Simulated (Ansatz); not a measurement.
Task: a ladder of methods at one geometry of C₂H₆AlNSi, SMILES NC1=[CH][AlH][SiH2]1, with Ansatz 0.2.0, Python API. Give the script and its output. Use (for the species named): LC-wPBE, def2-SVP basis, multiplicity 1. The script varies functional: lc_wpbe, revpbe, r2scan0, r2scan, hse06.

```xyz
11

N     2.0497   -0.4138    0.2014
C     0.5817   -0.2328    0.1384
C    -0.4607   -0.9605    0.7004
Al   -2.0164   -0.0224    0.0888
Si   -0.4700    1.0111   -0.7570
H     2.4338   -1.1259    0.7404
H     2.6383    0.3047   -0.3221
H    -0.3529   -1.8165    1.3468
H    -3.6794   -0.0708    0.2330
H    -0.2865    2.3726   -0.1703
H    -0.3722    0.8972   -2.1793
```

Script `run_methods.py`:
```python
'''One geometry of C2H6AlNSi, method by method.'''

from pathlib import Path

import ansatz as az
import numpy as np


def main() -> None:
    molecule = (
        az.Crystal.molecule()
        .atom('N', [2.0497, -0.4138, 0.2014])
        .atom('C', [0.5817, -0.2328, 0.1384])
        .atom('C', [-0.4607, -0.9605, 0.7004])
        .atom('Al', [-2.0164, -0.0224, 0.0888])
        .atom('Si', [-0.47, 1.0111, -0.757])
        .atom('H', [2.4338, -1.1259, 0.7404])
        .atom('H', [2.6383, 0.3047, -0.3221])
        .atom('H', [-0.3529, -1.8165, 1.3468])
        .atom('H', [-3.6794, -0.0708, 0.233])
        .atom('H', [-0.2865, 2.3726, -0.1703])
        .atom('H', [-0.3722, 0.8972, -2.1793])
    )

    job = molecule.calculation().basis(gaussian='def2-SVP')

    print('functional    E (Ha)        dipole (D)   HOMO (eV)  LUMO (eV)')
    for name in ['lc_wpbe', 'revpbe', 'r2scan0', 'r2scan', 'hse06']:
        r = job.functional(name).forces().orbitals().run(threads=1, runs_dir='runs').report
        lines = Path(r['orbitals_path']).read_text().splitlines()
        field_of = lambda key: [line.split('=')[1].strip() for line in lines if line.startswith(key)]
        orbitals = [(27.211386 * float(e), s, float(n)) for e, s, n in zip(field_of('Ene='), field_of('Spin='), field_of('Occup='))]
        homo = max(e for e, _, n in orbitals if n > 0.5)
        lumo = min(e for e, _, n in orbitals if n < 0.5)
        dipole = 4.803205 * np.linalg.norm(r['charge_distribution']['dipole_moment_e_ang'])
        print(f'{name:10s} {r["free_energy_ev"] / 27.211386246:14.6f} {dipole:9.3f} {homo:11.3f} {lumo:10.3f}')


if __name__ == '__main__':
    main()
```

`python run_methods.py` gives:
```text
functional    E (Ha)        dipole (D)   HOMO (eV)  LUMO (eV)
lc_wpbe       -665.847407     1.871      -8.927      0.705
revpbe        -665.969611     2.587      -5.289     -1.909
r2scan0       -665.959683     2.147      -6.613     -1.176
r2scan        -665.985333     2.437      -5.590     -1.823
hse06         -665.704870     2.252      -6.059     -1.644
```

Caveats:
- Total energies depend on the basis set; only differences at equal settings carry meaning.
- The geometry is a force-field or estimated start, not a minimum of this method, and the basis set is short of its limit. A lower total doesn't mark the better method: functionals have no common bound, and MP2 and coupled cluster aren't variational.
- Levels such as HOMO and LUMO are orbital energies: with these approximate functionals they aren't the ionisation energy and electron affinity, and their gap isn't the fundamental gap.
- hse06 follows the composition of plane-wave codes, whose totals differ by tens of mHa, up to about 0.1 Ha, from the form usual in Gaussian-basis programs (wpbeh).
- Run time: 34 s on 1 thread of Arm Neoverse V1, with other jobs on the host, peak memory 0.33 GiB.
